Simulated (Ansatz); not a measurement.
# GaAs: the crystal squeezed far

The task here is to estimate one member of a computed series from the others.

Program: Ansatz 0.2.0. Level of theory: DFT, r2SCAN, PAW with Ansatz's default frozen-core files, scalar-relativistic. These are calculated values, not measurements.

### The structure to begin with

The structure is cubic, space group F-43m (No. 216). The conventional cell has a = 5.795 Å, b = 5.795 Å, c = 5.795 Å, α = 90.00°, β = 90.00°, γ = 90.00°. Around Ga (site symmetry -43m) lie 4 As at 2.51 Å. As (site symmetry -43m) has 4 Ga at 2.51 Å as nearest neighbours.

Coordinates:

```xyz
2
Lattice="0.0000 2.8976 2.8976 2.8976 0.0000 2.8976 2.8976 2.8976 0.0000" Properties=species:S:1:pos:R:3 pbc="T T T"
Ga    0.0000    0.0000    0.0000
As    1.4488    1.4488    1.4488
```

Whether this phase is the stable one at these pressures isn't tested.

Atoms are numbered in the order of the input: Ga1, As2.

Set-up of the first run:

Input file input.yaml:

```yaml
crystal:
  lattice:
    - [0.0, 2.897629242, 2.897629242]
    - [2.897629242, 0.0, 2.897629242]
    - [2.897629242, 2.897629242, 0.0]
  atoms:
    - { symbol: Ga, position: [0.0, 0.0, 0.0] }
    - { symbol: As, position: [0.25, 0.25, 0.25] }
kpoints:
  mp_grid: { grid: [11, 11, 11] }
scf:
  occupations: { method: fermi_dirac, width: 0.08 }
hamiltonian:
  xc: r2scan
  pseudopotentials: { kind: paw }
output:
  forces: true
  stress: true
relax:
  f_tol: 0.005
  max_steps: 40
  cell: {}
```

Launch:

```sh
> ansatz run input.yaml --threads 1 --pin off --max-ram 2048MiB --backend cpu --events-out ev --progress --plain --runs-dir out
```

Steps of the session up to this table: Cell relaxed at zero pressure, PAW; Volume scaled by 1, PAW; Volume scaled by 0.94, PAW; Volume scaled by 0.88, PAW; Volume scaled by 0.8, PAW; Volume scaled by 0.72, PAW; Volume scaled by 0.72, PAW (cutoff 250 eV); Volume scaled by 0.64, PAW; Volume scaled by 0.55, PAW; Volume scaled by 0.55, PAW (cutoff 1000 eV).

One table of the session follows, with a row left open; its other results are not shown here.

```
              method  volume over the first  volume (Å³/atom)  pressure (GPa)
                 PAW                      1                 ?               ?
                 PAW                   0.94            21.375            5.19
                 PAW                   0.88            20.011           12.40
                 PAW                    0.8            18.192           26.71
                 PAW                   0.72            16.372           49.46
                 PAW                   0.64            14.553           86.57
                 PAW                   0.55            12.507          159.92
PAW (cutoff 1000 eV)                   0.55            12.507          159.90
 PAW (cutoff 250 eV)                   0.72            16.372           50.85
```

**Question.** Estimate the row for PAW, 1.

As computed: volume (Å³/atom): 22.739; pressure (GPa): 0.03. In the column «volume (Å³/atom)» it is the highest.

Caveats from the session: Warnings in the runs' records: cutoff below recommended.
